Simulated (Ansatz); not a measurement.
## Ca₃Lu, space group Pm-3m: an equation of state with a fit

Computed with Ansatz's Python interface.

The script, `eos_ca3lu.py`:
```python
"""Bulk modulus of Ca3Lu from an E(V) curve."""

import ansatz as az
import numpy as np
from pymatgen.analysis.eos import EOS

VECTORS = np.array([
    [5.361775, 0.0, 0.0],
    [0.0, 5.361775, 0.0],
    [0.0, 0.0, 5.361775],
])
SITES = [
    ("Ca", [0.5, 0.0, 0.0]),
    ("Ca", [0.0, 0.5, 0.0]),
    ("Ca", [0.0, 0.0, 0.5]),
    ("Lu", [0.5, 0.5, 0.5]),
]


def on_lattice(cell):
    crystal = az.Crystal(lattice=az.Lattice.of(cell))
    for symbol, position in SITES:
        crystal = crystal.atom(symbol, position)
    return crystal


def main() -> None:
    # uniform scaling of the cell
    volumes, energies, pressures = [], [], []
    for scale in np.linspace(0.94, 1.06, 7):
        cell = VECTORS * scale ** (1 / 3)
        setup = (
            on_lattice(cell).calculation()
            .functional("PBE")
            .pseudopotentials("paw")
            .basis(31 * az.Ry)
            .occupations("fermi_dirac", width=0.05)
            .kpoints(5, 5, 5)
            .stress()
        )
        summary = setup.run().report
        volumes.append(abs(np.linalg.det(cell)) / len(SITES))
        energies.append(summary["free_energy_ev"] / len(SITES))
        pressures.append(np.trace(summary["stress_gpa"]) / 3)
        print(f"V = {volumes[-1]:8.4f} A^3/atom  F = {energies[-1]:.5f} eV/atom  P = {pressures[-1]:8.3f} GPa")

    for form in ["pourier_tarantola", "birch_murnaghan", "murnaghan"]:
        fit = EOS(eos_name=form).fit(volumes, energies)
        print(f"{form:18s} V0 {fit.v0:8.4f} A^3/atom  B0 {fit.b0_GPa:7.1f} GPa  B1 {fit.b1:5.2f}")


if __name__ == "__main__":
    main()
```

Output of `python eos_ca3lu.py`:
```text
V =  36.2238 A^3/atom  F = -5045.59293 eV/atom  P =    1.504 GPa
V =  36.9945 A^3/atom  F = -5045.59884 eV/atom  P =    0.957 GPa
V =  37.7652 A^3/atom  F = -5045.60221 eV/atom  P =    0.451 GPa
V =  38.5359 A^3/atom  F = -5045.60324 eV/atom  P =   -0.015 GPa
V =  39.3066 A^3/atom  F = -5045.60213 eV/atom  P =   -0.444 GPa
V =  40.0774 A^3/atom  F = -5045.59903 eV/atom  P =   -0.839 GPa
V =  40.8481 A^3/atom  F = -5045.59411 eV/atom  P =   -1.202 GPa
pourier_tarantola  V0  38.5112 A^3/atom  B0    22.4 GPa  B1  3.10
birch_murnaghan    V0  38.5112 A^3/atom  B0    22.4 GPa  B1  3.11
murnaghan          V0  38.5112 A^3/atom  B0    22.4 GPa  B1  3.10
```

A third-order Birch-Murnaghan fit through the 7 points has its minimum at 38.51 Å³ an atom, 0.1 % below the typed cell, with a bulk modulus of 22 GPa and dB/dP = 3.1. From that minimum the energy rises by 10.3 meV an atom on the compressed side and 9.1 meV on the expanded side.

Caveats:
- Absolute energies stand on the zero of these potentials, so only differences at equal settings mean something.
- For a metal this k-point mesh is coarse: on a finer one energies can move by several to tens of meV an atom and pressures by half a GPa or more, differences at one mesh by less.
- Pressure is positive in compression.
- This cell is a computed structure, which may not be the phase found in nature.
- Hardware and time: 24 s on 1 thread of Arm Neoverse V1, on a shared host, peak memory 0.54 GiB.
